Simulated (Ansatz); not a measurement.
# Na: the cost of one run

Computed with the Python package of Ansatz 0.2.0. The levels of theory stand in the script.

This is Na in the simple cubic structure; at room conditions it is bcc.

### 1 Starting point

It takes space group Pm-3m (No. 221, cubic). The conventional cell has a = 7.023 Å, b = 7.023 Å, c = 7.023 Å, α = 90.00°, β = 90.00°, γ = 90.00°.

The script holds or builds the structure itself.

### 2 The script

pipeline.py

```python
'''Relax Na, then bands and states at the relaxed cell.'''

import warnings

import ansatz as az
import numpy as np


def count_gap(report):
    # lowest empty less highest filled band, counting bands; zero where they overlap
    return max(report.get('gap_by_band_count_ev') or 0.0, 0.0)


def setup_for(crystal, spacing):
    return (
        crystal.calculation()
        .functional('r2scan')
        .occupations('fermi_dirac', width=0.1)
        .kpoints(spacing=spacing)
    )


def main() -> None:
    warnings.simplefilter('ignore', az.DeckWarning)

    vectors = np.array([
        [7.023343, 0.0, 0.0],
        [0.0, 7.023343, 0.0],
        [0.0, 0.0, 7.023343],
    ])
    crystal = az.Lattice.of(vectors).atom('Na', (0.0, 0.0, 0.0))

    relaxed = setup_for(crystal, 0.3).relax(cell=True, force_tolerance=0.01, max_steps=40).checkpoint(write='relax.run', compress=False).run(threads=1)
    cell = np.asarray(relaxed.lattice.cell_ang)
    print('relaxed edges (A):', np.linalg.norm(cell, axis=1).round(4), ' volume:', round(abs(np.linalg.det(cell)), 3), 'A^3')
    for site in relaxed.lattice.sites:
        print(' ', site.symbol, np.round(site.position_frac, 4) + 0.0)

    final = az.Crystal.from_checkpoint('relax.run')
    res = setup_for(final, 0.22).functional('lda').stress().band_table().density_of_states(energy_step=0.05).run(threads=1)
    r = res.report
    dos = res.density_of_states()
    print(f'pressure at the relaxed cell {np.trace(r["stress_gpa"]) / 3:.3f} GPa, gap by band count {count_gap(r):.3f} eV')
    if count_gap(r) == 0:
        print('states/eV at the Fermi level:', round(float(np.interp(dos.fermi_ev, dos.energies_ev, dos.spin_summed_g_bin_mean_per_ev)), 3))


if __name__ == '__main__':
    main()
```

### 3 The input behind the calls

The engine receives this input (first run):

```yaml
crystal:
  lattice:
    - [7.023343, 0.0, 0.0]
    - [0.0, 7.023343, 0.0]
    - [0.0, 0.0, 7.023343]
  atoms:
    - { symbol: Na, position: [0.0, 0.0, 0.0] }
kpoints:
  mp_grid:
    kspacing: 0.3
hamiltonian:
  xc: r2scan
scf:
  occupations:
    method: fermi_dirac
    width: 0.1
relax:
  f_tol: 0.01
  max_steps: 40
  cell: {}
checkpoint:
  write: relax.run
  compress: false
```

### 4 Running it

Launch:

```sh
$ python pipeline.py
```

**Question.** How long does this script take on 1 thread of Intel Xeon at 2.80GHz (Skylake/Cascade Lake), shared host, and how much memory does it need?

About 69 s, with a peak of 1.1 GiB.
